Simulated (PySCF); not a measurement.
# AuCl6 (-3): ligand-field states

What do calculations give for the ligand-field states of AuCl6 (-3)?

Computed with PySCF 2.14.0 and routines of our own; the level stands in each step. Atoms count from 0.

## (1) The system as given

7 atoms, charge -3, states of the metal's open shell are computed; geometry from: model geometry, bond lengths from ionic radii.

## (2) Ligand-field states: state-averaged CASSCF in water

What the job is given:

```
{"job": {"kind": "lf", "basis": {"metal": "x2c-TZVPall", "ligand": "x2c-SVPall"}, "nevpt": true, "solvent": "water"}, "charge": -3, "metal": "Au", "open_shell": "d8"}
Au     0.000000     0.000000     0.000000
Cl     0.000000     0.000000     2.560000
Cl     0.000000     0.000000    -2.560000
Cl     2.560000     0.000000     0.000000
Cl    -2.560000     0.000000     0.000000
Cl     0.000000     2.560000     0.000000
Cl    -0.000000    -2.560000     0.000000
```

Method: state-averaged CASSCF of the metal d shell, SC-NEVPT2 on the averaged canonical orbitals, state-interaction spin-orbit coupling.

The run is started by

```bash
OMP_NUM_THREADS=1 python lf_run.py task.json out
```

The driver reads the jobs from task.json and runs them one after another.

The log of the run:

```text
basis functions 189, electrons 184, active (8e, 5o)
stage 1: DIIS on the effective Fock matrix, level shift 0.30
cycle   1  E = -21769.0760405545  dE = -2.177e+04  max|g| = 3.170e+00
cycle   2  E = -21774.5114045664  dE = -5.435e+00  max|g| = 1.924e+00
cycle   3  E = -21776.2937258477  dE = -1.782e+00  max|g| = 9.847e-01
cycle   4  E = -21776.8306522763  dE = -5.369e-01  max|g| = 1.321e-01
cycle   5  E = -21776.8552447540  dE = -2.459e-02  max|g| = 1.096e-01
cycle   6  E = -21776.8591892533  dE = -3.944e-03  max|g| = 5.836e-02
cycle   7  E = -21776.8603734205  dE = -1.184e-03  max|g| = 3.164e-02
cycle   8  E = -21776.8606961143  dE = -3.227e-04  max|g| = 1.981e-02
cycle   9  E = -21776.8608174287  dE = -1.213e-04  max|g| = 1.011e-02
cycle  10  E = -21776.8608524361  dE = -3.501e-05  max|g| = 4.530e-03
cycle  11  E = -21776.8608603630  dE = -7.927e-06  max|g| = 1.996e-03
cycle  12  E = -21776.8608633631  dE = -3.000e-06  max|g| = 1.288e-03
cycle  13  E = -21776.8608643599  dE = -9.968e-07  max|g| = 5.464e-04
cycle  14  E = -21776.8608647370  dE = -3.770e-07  max|g| = 2.224e-04
cycle  15  E = -21776.8608648531  dE = -1.161e-07  max|g| = 1.319e-04
cycle  16  E = -21776.8608649653  dE = -1.122e-07  max|g| = 1.197e-04
cycle  17  E = -21776.8608650038  dE = -3.849e-08  max|g| = 1.204e-04
cycle  18  E = -21776.8608649902  dE =  1.358e-08  max|g| = 1.796e-04
cycle  19  E = -21776.8608649908  dE = -6.330e-10  max|g| = 1.793e-04
cycle  20  E = -21776.8608650049  dE = -1.403e-08  max|g| = 1.662e-04
cycle  21  E = -21776.8608650123  dE = -7.447e-09  max|g| = 1.636e-04
cycle  22  E = -21776.8608650219  dE = -9.630e-09  max|g| = 1.571e-04
cycle  23  E = -21776.8608649869  dE =  3.509e-08  max|g| = 2.041e-04
cycle  24  E = -21776.8608649492  dE =  3.767e-08  max|g| = 2.300e-04
cycle  25  E = -21776.8608648670  dE =  8.216e-08  max|g| = 2.614e-04
cycle  26  E = -21776.8608645278  dE =  3.392e-07  max|g| = 3.121e-04
cycle  27  E = -21776.8608629974  dE =  1.530e-06  max|g| = 3.747e-04
cycle  28  E = -21776.8608547333  dE =  8.264e-06  max|g| = 8.353e-04
cycle  29  E = -21776.8608079959  dE =  4.674e-05  max|g| = 2.019e-03
stage 2: quasi-Newton rotations from the point of smallest gradient
cycle  31  E = -21776.8608650445  dE = -7.922e-08  max|g| = 2.208e-04
cycle  32  E = -21776.8608651349  dE = -9.037e-08  max|g| = 8.242e-05
cycle  33  E = -21776.8608651600  dE = -2.514e-08  max|g| = 2.212e-05
cycle  34  E = -21776.8608651607  dE = -7.058e-10  max|g| = 8.532e-06
converged average energy = -21776.8608651607

 mult deg   label        CASSCF/cm-1   NEVPT2/cm-1
   3   1   3A2g                0.0           0.0
   1   2   1Eg              8516.3        5981.2
   1   1   1A1g            16076.9       11969.2
   3   3   3T2g            17749.8       24216.5
   3   3   3T1g            23814.7       28809.0
   1   3   1T2g            25083.8       29815.3
   1   3   1T1g            28420.7       32307.0
   3   3   3T1g            39897.0       49530.7
   1   3   1T2g            48206.6       56452.1
   1   2   1Eg             48595.8       56918.6
   1   1   1A1g            62837.6       64328.2

spin-orbit levels / cm-1
      0.00  x3  3A2g 0.95 3T2g 0.04
   5619.41  x2  1Eg 0.93 3T2g 0.05
  11642.95  x1  1A1g 0.91 3T1g 0.09
  21788.55  x2  3T2g 0.69 3T1g 0.28
  22123.51  x3  3T2g 0.75 3T1g 0.14 1T1g 0.09
  24139.25  x3  3T2g 0.52 3T1g 0.26 1T2g 0.19
  27969.75  x1  3T2g 1.00
  30519.80  x3  3T2g 0.41 3T1g 0.26 1T2g 0.23
  31046.59  x1  3T1g 0.85 1A1g 0.09 3T1g 0.05
  31155.09  x3  3T1g 0.72 3T2g 0.22 1T1g 0.06
  32574.29  x2  3T1g 0.64 3T2g 0.23 1Eg 0.06
  32609.28  x3  1T2g 0.52 3T1g 0.46
  35022.44  x3  1T1g 0.84 3T1g 0.13
  46285.21  x1  3T1g 0.82 1A1g 0.15 3T1g 0.03
  50535.86  x3  3T1g 0.97
  52462.15  x3  3T1g 0.71 1T2g 0.23 1T2g 0.05
  52676.31  x2  3T1g 0.84 1Eg 0.12 3T2g 0.03
  60524.45  x2  1Eg 0.84 3T1g 0.11 3T1g 0.05
  60573.37  x3  1T2g 0.75 3T1g 0.21
  69635.97  x1  1A1g 0.84 3T1g 0.13
```

It took 24 s on 1 thread of AMD EPYC 9R45, shared host; peak memory 0.6 GiB.

Warnings kept with the result: an active orbital is not mainly the metal shell.

An active orbital is only 57 % metal, under the run's own bar for a metal shell, so levels, ζ, ground spin and magnetism of this run may not be those of the metal's shell and are not read here.

## (3) Ligand-field states: state-averaged CASSCF (axial bond length × 0.9) in water

What the job is given:

```
{"job": {"kind": "lf", "basis": {"metal": "x2c-TZVPall", "ligand": "x2c-SVPall"}, "nevpt": true, "solvent": "water", "reuse": true}, "charge": -3, "metal": "Au", "open_shell": "d8"}
Au     0.000000     0.000000     0.000000
Cl     0.000000     0.000000     2.304000
Cl     0.000000     0.000000    -2.304000
Cl     2.560000     0.000000     0.000000
Cl    -2.560000     0.000000     0.000000
Cl     0.000000     2.560000     0.000000
Cl    -0.000000    -2.560000     0.000000
```

Level: state-averaged CASSCF of the metal d shell, SC-NEVPT2 on the averaged canonical orbitals, state-interaction spin-orbit coupling.

The log of the run:

```text
basis functions 189, electrons 184, active (8e, 5o)
start from the orbitals of the previous structure
stage 1: DIIS on the effective Fock matrix, level shift 0.30
cycle   1  E = -21775.0731259561  dE = -2.178e+04  max|g| = 4.459e+01
cycle   2  E = -21776.5153413992  dE = -1.442e+00  max|g| = 2.917e-01
cycle   3  E = -21776.6441097056  dE = -1.288e-01  max|g| = 1.816e-01
cycle   4  E = -21776.8049140496  dE = -1.608e-01  max|g| = 6.585e-02
cycle   5  E = -21776.8180683345  dE = -1.315e-02  max|g| = 4.233e-02
cycle   6  E = -21776.8204785728  dE = -2.410e-03  max|g| = 2.896e-02
cycle   7  E = -21776.8217792898  dE = -1.301e-03  max|g| = 1.358e-02
cycle   8  E = -21776.8219815310  dE = -2.022e-04  max|g| = 7.981e-03
cycle   9  E = -21776.8220331452  dE = -5.161e-05  max|g| = 6.623e-03
cycle  10  E = -21776.8221059057  dE = -7.276e-05  max|g| = 3.213e-03
cycle  11  E = -21776.8221288071  dE = -2.290e-05  max|g| = 1.692e-03
cycle  12  E = -21776.8221333964  dE = -4.589e-06  max|g| = 1.102e-03
cycle  13  E = -21776.8221352428  dE = -1.846e-06  max|g| = 5.417e-04
cycle  14  E = -21776.8221358016  dE = -5.588e-07  max|g| = 2.939e-04
cycle  15  E = -21776.8221361620  dE = -3.604e-07  max|g| = 1.622e-04
cycle  16  E = -21776.8221362897  dE = -1.277e-07  max|g| = 1.059e-04
cycle  17  E = -21776.8221363473  dE = -5.769e-08  max|g| = 6.710e-05
cycle  18  E = -21776.8221363473  dE =  7.276e-11  max|g| = 5.201e-05
cycle  19  E = -21776.8221363269  dE =  2.041e-08  max|g| = 6.810e-05
cycle  20  E = -21776.8221362449  dE =  8.194e-08  max|g| = 1.020e-04
cycle  21  E = -21776.8221358741  dE =  3.708e-07  max|g| = 1.877e-04
cycle  22  E = -21776.8221344388  dE =  1.435e-06  max|g| = 3.619e-04
cycle  23  E = -21776.8221288824  dE =  5.556e-06  max|g| = 7.100e-04
cycle  24  E = -21776.8221072090  dE =  2.167e-05  max|g| = 1.395e-03
cycle  25  E = -21776.8220225024  dE =  8.471e-05  max|g| = 2.733e-03
cycle  26  E = -21776.8216922074  dE =  3.303e-04  max|g| = 5.404e-03
stage 2: quasi-Newton rotations from the point of smallest gradient
cycle  28  E = -21776.8221363795  dE = -3.227e-08  max|g| = 3.735e-05
cycle  29  E = -21776.8221364052  dE = -2.568e-08  max|g| = 3.096e-05
cycle  30  E = -21776.8221364096  dE = -4.391e-09  max|g| = 3.522e-05
cycle  31  E = -21776.8221364122  dE = -2.583e-09  max|g| = 6.727e-06
converged average energy = -21776.8221364122

 mult deg   label        CASSCF/cm-1   NEVPT2/cm-1
   3   1   3B1g                0.0           0.0
   1   1   1A1g             1560.9         239.0
   1   1   1B1g            10092.0        7333.7
   1   1   1A1g            21844.3       16899.3
   3   2   3Eg             19314.9       23169.0
   3   1   3B2g            16940.9       23588.7
   1   2   1Eg             24550.0       27309.1
   3   2   3Eg             25801.1       29111.7
   1   1   1B2g            25617.7       30219.5
   1   2   1Eg             31622.7       33680.1
   3   1   3A2g            31307.4       35202.1
   1   1   1A2g            36307.5       38959.9
   3   1   3A2g            43306.3       49170.5
   3   2   3Eg             43942.4       52006.8
   1   1   1B2g            50754.8       55856.5
   1   1   1B1g            50793.4       55966.3
   1   2   1Eg             52200.8       58670.7
   1   1   1A1g            53708.5       59698.4
   1   1   1A1g            66769.4       67223.0

spin-orbit levels / cm-1
      0.00  x2  3B1g 0.95
     21.68  x1  3B1g 0.95
    187.82  x1  1A1g 0.94 3Eg 0.05
   6910.96  x1  1B1g 0.92 3B2g 0.04 3Eg 0.04
  16290.06  x1  1A1g 0.88 3Eg 0.07 3A2g 0.04
  19831.13  x1  3Eg 0.63 3B2g 0.32 3Eg 0.04
  20631.00  x2  3Eg 0.43 3B2g 0.38 1Eg 0.13
  21706.46  x1  3Eg 0.84 1B2g 0.10
  24380.77  x1  3Eg 0.54 3Eg 0.29 3A2g 0.12
  24660.58  x1  3Eg 0.55 3Eg 0.40 1A2g 0.04
  26000.14  x2  3Eg 0.38 3B2g 0.21 3Eg 0.16
  27582.10  x1  3B2g 0.59 3Eg 0.36
  28357.10  x1  3Eg 0.52 3Eg 0.45
  28938.59  x1  3Eg 0.56 3Eg 0.33 1A1g 0.03
  29132.63  x2  3B2g 0.36 1Eg 0.29 3Eg 0.21
  30858.91  x2  1Eg 0.44 3Eg 0.38 3Eg 0.08
  32066.40  x1  1B2g 0.72 3Eg 0.11 3Eg 0.07
  33244.46  x1  3Eg 0.87 1B2g 0.12
  33601.39  x1  3Eg 0.85 1B1g 0.06 3B2g 0.04
  34752.98  x2  1Eg 0.57 3Eg 0.22 3A2g 0.12
  37676.19  x1  3A2g 0.75 1A1g 0.07 3Eg 0.06
  38075.74  x2  3A2g 0.74 1Eg 0.23
  41135.51  x1  1A2g 0.92 3Eg 0.07
  47722.69  x1  3A2g 0.51 3Eg 0.33 1A1g 0.12
  50843.07  x2  3A2g 0.83 3Eg 0.12
  53109.61  x1  3Eg 0.96
  53872.39  x1  3Eg 0.57 1B2g 0.39
  53960.47  x1  3Eg 0.50 3A2g 0.38 1A1g 0.05
  54295.15  x1  3Eg 0.68 1B1g 0.30
  54504.40  x2  3Eg 0.71 1Eg 0.17 3A2g 0.06
```

It took 20 s on 1 thread of AMD EPYC 9R45, shared host; peak memory 0.62 GiB.

Warnings kept with the result: an active orbital is not mainly the metal shell.

An active orbital is only 56 % metal, under the run's own bar for a metal shell, so levels, ζ, ground spin and magnetism of this run may not be those of the metal's shell and are not read here.

## (4) Ligand-field states: state-averaged CASSCF (axial bond length × 0.95) in water

Settings changed since step 3:

```diff
@@ -2,4 +2,4 @@
 Au     0.000000     0.000000     0.000000
-Cl     0.000000     0.000000     2.304000
-Cl     0.000000     0.000000    -2.304000
+Cl     0.000000     0.000000     2.432000
+Cl     0.000000     0.000000    -2.432000
 Cl     2.560000     0.000000     0.000000
```

Method: state-averaged CASSCF of the metal d shell, SC-NEVPT2 on the averaged canonical orbitals, state-interaction spin-orbit coupling.

The log of the run:

```text
basis functions 189, electrons 184, active (8e, 5o)
start from the orbitals of the previous structure
stage 1: DIIS on the effective Fock matrix, level shift 0.30
cycle   1  E = -21776.2724059433  dE = -2.178e+04  max|g| = 2.091e+01
cycle   2  E = -21776.8203281563  dE = -5.479e-01  max|g| = 1.515e-01
cycle   3  E = -21776.8396611904  dE = -1.933e-02  max|g| = 5.219e-02
cycle   4  E = -21776.8427353474  dE = -3.074e-03  max|g| = 2.679e-02
cycle   5  E = -21776.8435270248  dE = -7.917e-04  max|g| = 1.296e-02
cycle   6  E = -21776.8437288378  dE = -2.018e-04  max|g| = 6.320e-03
cycle   7  E = -21776.8437665663  dE = -3.773e-05  max|g| = 4.346e-03
cycle   8  E = -21776.8436533901  dE =  1.132e-04  max|g| = 3.484e-03
cycle   9  E = -21776.8432306605  dE =  4.227e-04  max|g| = 5.584e-03
cycle  10  E = -21776.8412473927  dE =  1.983e-03  max|g| = 1.264e-02
cycle  11  E = -21776.8322039012  dE =  9.043e-03  max|g| = 3.710e-02
cycle  12  E = -21776.8106066823  dE =  2.160e-02  max|g| = 9.065e-02
cycle  13  E = -21776.7845016766  dE =  2.611e-02  max|g| = 1.445e-01
cycle  14  E = -21776.7683778855  dE =  1.612e-02  max|g| = 1.745e-01
cycle  15  E = -21776.7607482782  dE =  7.630e-03  max|g| = 1.874e-01
stage 2: quasi-Newton rotations from the point of smallest gradient
cycle  17  E = -21776.8437395910  dE = -8.620e-05  max|g| = 1.863e-03
cycle  18  E = -21776.8437988345  dE = -5.924e-05  max|g| = 2.616e-03
cycle  19  E = -21776.8438198778  dE = -2.104e-05  max|g| = 1.751e-03
cycle  20  E = -21776.8438269285  dE = -7.051e-06  max|g| = 8.345e-04
cycle  21  E = -21776.8438284959  dE = -1.567e-06  max|g| = 2.755e-04
cycle  22  E = -21776.8438287377  dE = -2.418e-07  max|g| = 1.186e-04
cycle  23  E = -21776.8438287729  dE = -3.513e-08  max|g| = 3.323e-05
cycle  24  E = -21776.8438287768  dE = -3.962e-09  max|g| = 1.386e-05
cycle  25  E = -21776.8438287775  dE = -6.803e-10  max|g| = 4.969e-06
converged average energy = -21776.8438287775

 mult deg   label        CASSCF/cm-1   NEVPT2/cm-1
   3   1   3B1g                0.0           0.0
   1   1   1A1g             6041.7        3954.1
   1   1   1B1g             9291.5        6700.6
   1   1   1A1g            18135.3       13937.0
   3   1   3B2g            16991.9       23890.1
   3   2   3Eg             18969.3       24695.5
   3   2   3Eg             24073.4       28805.9
   1   2   1Eg             25573.1       29725.1
   1   1   1B2g            25121.3       30132.5
   3   1   3A2g            27159.2       32138.4
   1   2   1Eg             29326.8       33002.6
   1   1   1A2g            32059.5       35824.8
   3   1   3A2g            41348.4       50065.3
   3   2   3Eg             41598.8       51188.5
   1   1   1B2g            49513.9       57211.2
   1   1   1B1g            49651.4       57435.8
   1   2   1Eg             50142.5       58284.1
   1   1   1A1g            50980.2       59196.4
   1   1   1A1g            64877.6       66514.8

spin-orbit levels / cm-1
      0.00  x2  3B1g 0.95
     14.09  x1  3B1g 0.95 3Eg 0.04
   3738.23  x1  1A1g 0.93 3Eg 0.05
   6296.53  x1  1B1g 0.92 3Eg 0.04 3B2g 0.04
  13493.93  x1  1A1g 0.90 3Eg 0.05 3A2g 0.04
  21168.08  x1  3B2g 0.42 3Eg 0.39 3Eg 0.16
  21803.51  x2  3B2g 0.48 3Eg 0.32 1Eg 0.08
  23451.72  x1  3Eg 0.56 3Eg 0.24 3A2g 0.16
  23539.51  x1  3Eg 0.68 1B2g 0.16 3Eg 0.13
  23720.63  x1  3Eg 0.57 3Eg 0.34 1A2g 0.07
  25474.71  x2  3Eg 0.38 3Eg 0.16 3B2g 0.14
  28244.64  x1  3Eg 0.55 3B2g 0.44
  30196.16  x2  3B2g 0.33 3Eg 0.31 1Eg 0.18
  30321.27  x1  3Eg 0.57 3Eg 0.41
  30695.81  x1  3Eg 0.64 3Eg 0.22 1A1g 0.04
  31726.30  x1  1B2g 0.40 3Eg 0.25 3Eg 0.24
  32698.50  x2  1Eg 0.57 3Eg 0.38
  32957.36  x1  3Eg 0.61 1B2g 0.38
  33240.99  x1  3Eg 0.75 3B2g 0.08 1B1g 0.06
  33470.47  x2  3A2g 0.42 1Eg 0.29 3Eg 0.16
  35089.90  x1  3A2g 0.73 3Eg 0.12 1A1g 0.06
  36164.57  x2  1Eg 0.57 3A2g 0.42
  38277.87  x1  1A2g 0.90 3Eg 0.08
  47625.37  x1  3Eg 0.46 3A2g 0.37 1A1g 0.14
  51503.07  x2  3A2g 0.69 3Eg 0.27
  52276.87  x1  3Eg 0.97
  53841.91  x1  3Eg 0.68 1B2g 0.27 1B2g 0.04
  53888.85  x1  3A2g 0.50 3Eg 0.37 1A1g 0.09
  53928.72  x2  3Eg 0.57 1Eg 0.20 3A2g 0.17
  54130.93  x1  3Eg 0.80 1B1g 0.17
```

It took 17 s on 1 thread of AMD EPYC 9R45, shared host; peak memory 0.62 GiB.

Warnings kept with the result: an active orbital is not mainly the metal shell.

An active orbital is only 57 % metal, under the run's own bar for a metal shell, so levels, ζ, ground spin and magnetism of this run may not be those of the metal's shell and are not read here.

## (5) Ligand-field states: state-averaged CASSCF (axial bond length × 1.05) in water

Settings changed since step 4:

```diff
@@ -2,4 +2,4 @@
 Au     0.000000     0.000000     0.000000
-Cl     0.000000     0.000000     2.432000
-Cl     0.000000     0.000000    -2.432000
+Cl     0.000000     0.000000     2.688000
+Cl     0.000000     0.000000    -2.688000
 Cl     2.560000     0.000000     0.000000
```

With the program's defaults for keys left out, this is: state-averaged CASSCF of the metal d shell, SC-NEVPT2 on the averaged canonical orbitals, state-interaction spin-orbit coupling.

The log of the run:

```text
basis functions 189, electrons 184, active (8e, 5o)
start from the orbitals of the previous structure
stage 1: DIIS on the effective Fock matrix, level shift 0.30
cycle   1  E = -21775.9475758842  dE = -2.178e+04  max|g| = 2.163e+01
cycle   2  E = -21776.7947120542  dE = -8.471e-01  max|g| = 2.415e-01
cycle   3  E = -21776.8418204062  dE = -4.711e-02  max|g| = 1.047e-01
cycle   4  E = -21776.8512257125  dE = -9.405e-03  max|g| = 5.287e-02
cycle   5  E = -21776.8539450741  dE = -2.719e-03  max|g| = 2.408e-02
cycle   6  E = -21776.8546348825  dE = -6.898e-04  max|g| = 1.202e-02
cycle   7  E = -21776.8543546992  dE =  2.802e-04  max|g| = 7.271e-03
cycle   8  E = -21776.8530616730  dE =  1.293e-03  max|g| = 1.023e-02
cycle   9  E = -21776.8433738342  dE =  9.688e-03  max|g| = 3.865e-02
cycle  10  E = -21776.8172841317  dE =  2.609e-02  max|g| = 1.080e-01
cycle  11  E = -21776.7872986271  dE =  2.999e-02  max|g| = 1.700e-01
cycle  12  E = -21776.7714804004  dE =  1.582e-02  max|g| = 1.992e-01
cycle  13  E = -21776.7668852258  dE =  4.595e-03  max|g| = 2.076e-01
cycle  14  E = -21776.7672097284  dE = -3.245e-04  max|g| = 2.069e-01
cycle  15  E = -21776.7684724998  dE = -1.263e-03  max|g| = 2.045e-01
stage 2: quasi-Newton rotations from the point of smallest gradient
cycle  17  E = -21776.8546565335  dE = -3.018e-04  max|g| = 3.082e-03
cycle  18  E = -21776.8548404217  dE = -1.839e-04  max|g| = 4.009e-03
cycle  19  E = -21776.8549115919  dE = -7.117e-05  max|g| = 3.103e-03
cycle  20  E = -21776.8549420311  dE = -3.044e-05  max|g| = 1.809e-03
cycle  21  E = -21776.8549503397  dE = -8.309e-06  max|g| = 5.722e-04
cycle  22  E = -21776.8549514806  dE = -1.141e-06  max|g| = 2.066e-04
cycle  23  E = -21776.8549516134  dE = -1.328e-07  max|g| = 7.553e-05
cycle  24  E = -21776.8549516324  dE = -1.900e-08  max|g| = 2.410e-05
cycle  25  E = -21776.8549516362  dE = -3.794e-09  max|g| = 1.638e-05
cycle  26  E = -21776.8549516372  dE = -9.604e-10  max|g| = 8.073e-06
converged average energy = -21776.8549516372

 mult deg   label        CASSCF/cm-1   NEVPT2/cm-1
   3   1   3B1g                0.0           0.0
   1   1   1A1g             7218.0        4713.2
   1   1   1B1g             7958.3        5610.4
   1   1   1A1g            17809.4       13749.7
   3   2   3Eg             14853.9       22166.2
   3   1   3B2g            17498.0       24298.4
   3   1   3A2g            19792.5       25567.1
   1   2   1Eg             22372.5       27883.1
   1   1   1A2g            24436.9       29107.7
   3   2   3Eg             23165.7       29155.6
   1   1   1B2g            24572.9       29751.6
   1   2   1Eg             28293.1       32909.3
   3   2   3Eg             36696.1       47072.8
   3   1   3A2g            36813.8       47734.6
   1   2   1Eg             45109.2       54343.4
   1   1   1A1g            45072.3       54350.5
   1   1   1B2g            45527.6       54876.3
   1   1   1B1g            46091.3       55541.3
   1   1   1A1g            60451.2       62698.2

spin-orbit levels / cm-1
      0.00  x1  3B1g 0.94 3Eg 0.04
     17.17  x2  3B1g 0.94
   4416.56  x1  1A1g 0.92 3Eg 0.04 3A2g 0.04
   5263.67  x1  1B1g 0.92
  13237.98  x1  1A1g 0.88 3Eg 0.09
  19326.12  x1  3Eg 0.72 3A2g 0.21 3Eg 0.04
  19689.40  x1  3Eg 0.81 1A2g 0.10 3Eg 0.06
  20686.34  x2  3Eg 0.56 3A2g 0.22 1Eg 0.09
  21828.81  x1  3B2g 0.43 3Eg 0.32 3Eg 0.21
  23346.48  x2  3B2g 0.58 3Eg 0.18 1Eg 0.10
  23843.93  x1  3Eg 0.58 3Eg 0.22 1B2g 0.16
  26678.36  x1  3Eg 0.70 3B2g 0.29
  28269.58  x2  3A2g 0.53 3Eg 0.36 1Eg 0.05
  28751.10  x1  3A2g 0.63 3Eg 0.12 3Eg 0.10
  29316.77  x1  3Eg 0.34 3Eg 0.29 1B2g 0.26
  30278.84  x2  1Eg 0.63 3A2g 0.17 3B2g 0.09
  30907.71  x1  1A2g 0.50 3Eg 0.32 3Eg 0.18
  31720.48  x2  3Eg 0.63 3B2g 0.21 1Eg 0.06
  32605.54  x1  3Eg 0.60 3B2g 0.22 1B1g 0.06
  32623.62  x1  1B2g 0.50 3Eg 0.47
  32692.91  x1  3Eg 0.69 3Eg 0.08 1A1g 0.08
  32998.95  x1  3Eg 0.61 1A2g 0.39
  35632.90  x2  1Eg 0.83 3Eg 0.13
  44359.70  x1  3Eg 0.60 3A2g 0.21 1A1g 0.15
  48304.48  x1  3Eg 0.97
  48621.91  x2  3Eg 0.65 3A2g 0.31
  50445.98  x1  3Eg 0.71 1B2g 0.20 1B2g 0.06
  50493.36  x2  3A2g 0.51 1Eg 0.23 3Eg 0.20
  50507.43  x1  3Eg 0.87 1B1g 0.09
  50662.89  x1  3A2g 0.60 3Eg 0.23 1A1g 0.14
```

Wall time 18 s (1 thread of AMD EPYC 9R45, shared host); peak memory 0.62 GiB.

Warnings kept with the result: an active orbital is not mainly the metal shell.

An active orbital is only 57 % metal, under the run's own bar for a metal shell, so levels, ζ, ground spin and magnetism of this run may not be those of the metal's shell and are not read here.

(Part 1 of 2 ends here.)
